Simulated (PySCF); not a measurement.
# Cl2H4Si2: the cost of one run

Computed with PySCF 2.14.0, with density-fitted response routines of our own, on a single molecule in the gas phase. Atoms count from 0, in the outputs and in this text.

## 1. The molecule as given

8 atoms, charge 0, multiplicity 1; geometry from: PBE0-D3(BJ)/def2-SVP.

Bonds of the start (Å): Si0–Si1 2.34, Si1–Cl2 2.07, Si1–Cl3 2.07, Si0–H4 1.49, Si0–H5 1.49, Si0–H6 1.49, Si1–H7 1.49.

## 2. Spin-spin couplings: B3LYP/cc-pVTZ

The job: settings as JSON, then the geometry in Å.

```
{"job": {"kind": "j", "xc": "B3LYP", "basis": "cc-pVTZ"}, "charge": 0, "multiplicity": 1}
Si    -0.662042     0.013363     0.543219
Si     1.634164     0.345655     0.807839
Cl     2.632324    -1.069273    -0.322046
Cl     2.108037     2.235311     0.114396
H     -0.982492     0.117338    -0.910423
H     -1.033596    -1.341418     1.050454
H     -1.408324     1.058595     1.306143
H      2.140742     0.243704     2.202533
```

With the program's defaults for keys left out, this is: B3LYP/cc-pVTZ indirect spin-spin coupling, non-relativistic, gas phase.

The run is started by

```
$ OMP_NUM_THREADS=1 python probes_run.py task.json out
```

The driver reads the jobs from task.json and runs them one after another.

**Question.** How long does this first job take on 1 thread of Intel Xeon Platinum 8259CL at 2.50GHz, shared host, and how much memory does it need?

About 33 s, with a peak of 0.8 GiB.
